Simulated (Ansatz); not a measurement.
# AlCl2FH4Si: the cost of one run

Program: Ansatz 0.2.0, Gaussian basis. Level of theory: PBE0-D4/def2-SVP. These are calculated values, not measurements.

23 further runs of the same task are left out: 1 that didn't finish, 22 set aside as unsound or not needed. Runs told in other sessions of the task aren't counted.

### Step 1. The system as given

The first end: 9 atoms, charge 0, spin multiplicity 1.

Atoms are counted from 1 here; the program's logs count them from 0.

Bond lengths: Al1–Si2 2.428 Å, Al1–Cl3 2.099 Å, Al1–Cl4 2.165 Å, Al1–F6 2.036 Å, Si2–H7 1.489 Å, Si2–H8 1.489 Å, Si2–H9 1.489 Å, H5–F6 0.954 Å. Angles: Si2–Al1–Cl3 122.0°, Si2–Al1–Cl4 118.5°, Si2–Al1–F6 106.5°, Cl3–Al1–Cl4 114.3°, Cl3–Al1–F6 101.9°, Cl4–Al1–F6 83.0°, Al1–Si2–H7 111.1°, Al1–Si2–H8 110.1°, Al1–Si2–H9 110.9°, H7–Si2–H8 108.2°, H7–Si2–H9 108.3°, H8–Si2–H9 108.1°, Al1–F6–H5 92.0°.

As a file:

```xyz
9
AlCl2FH4Si
Al   -0.2718   -0.8670   -0.0364
Si    0.9455    1.1253   -0.7047
Cl   -1.2042   -2.1229   -1.4354
Cl    0.2911   -1.8504    1.8081
H    -1.5523   -0.7152    1.8423
F    -1.8533   -0.2316    1.0769
H     0.1816    1.9065   -1.7158
H     2.2562    0.7487   -1.3021
H     1.2073    2.0066    0.4671
```

The second end:

```xyz
9
charge 0, multiplicity 1
Al   -0.7902   -1.3620    0.4735
Si    0.6505    1.2566   -0.3859
Cl   -1.0117   -1.8336   -1.5471
Cl    0.9452   -1.9364    1.4794
H    -0.4732    0.5322    0.3332
F    -2.1401   -1.0604    1.3564
H    -0.0371    2.0944   -1.3910
H     1.5499    0.2564   -0.9912
H     1.3068    2.0528    0.6727
```

### Step 2. The band at PBE0-D4/def2-SVP

Input file neb/in.yaml:

```yaml
crystal:
  periodic: [false, false, false]
  atoms:
    - {symbol: Al, position_ang: [-0.271767, -0.866956, -0.036443]}
    - {symbol: Si, position_ang: [0.945459, 1.125281, -0.704664]}
    - {symbol: Cl, position_ang: [-1.204230, -2.122915, -1.435429]}
    - {symbol: Cl, position_ang: [0.291139, -1.850449, 1.808125]}
    - {symbol: H, position_ang: [-1.552289, -0.715235, 1.842305]}
    - {symbol: F, position_ang: [-1.853281, -0.231589, 1.076861]}
    - {symbol: H, position_ang: [0.181641, 1.906540, -1.715764]}
    - {symbol: H, position_ang: [2.256152, 0.748666, -1.302054]}
    - {symbol: H, position_ang: [1.207278, 2.006555, 0.467064]}
basis:
  gaussian: {orbitals: def2-SVP}
hamiltonian: {xc: pbe0, dispersion: d4}
neb:
  images: 5
  climbing: true
  max_iterations: 40
  initial_path: idpp
  final_atoms:
    - {symbol: Al, position_ang: [-0.790206, -1.362037, 0.473544]}
    - {symbol: Si, position_ang: [0.650514, 1.256602, -0.385904]}
    - {symbol: Cl, position_ang: [-1.011744, -1.833609, -1.547067]}
    - {symbol: Cl, position_ang: [0.945241, -1.936449, 1.479351]}
    - {symbol: H, position_ang: [-0.473223, 0.532177, 0.333225]}
    - {symbol: F, position_ang: [-2.140132, -1.060365, 1.356359]}
    - {symbol: H, position_ang: [-0.037054, 2.094355, -1.391047]}
    - {symbol: H, position_ang: [1.549899, 0.256427, -0.991156]}
    - {symbol: H, position_ang: [1.306803, 2.052798, 0.672692]}
```

Launch:

```bash
> ansatz run in.yaml --threads 8 --pin off --events-out ev --progress --plain --max-ram 19148MiB
```

**Question.** How long does this run take on 8 threads of Arm Neoverse V1, shared host?

About 80 s.
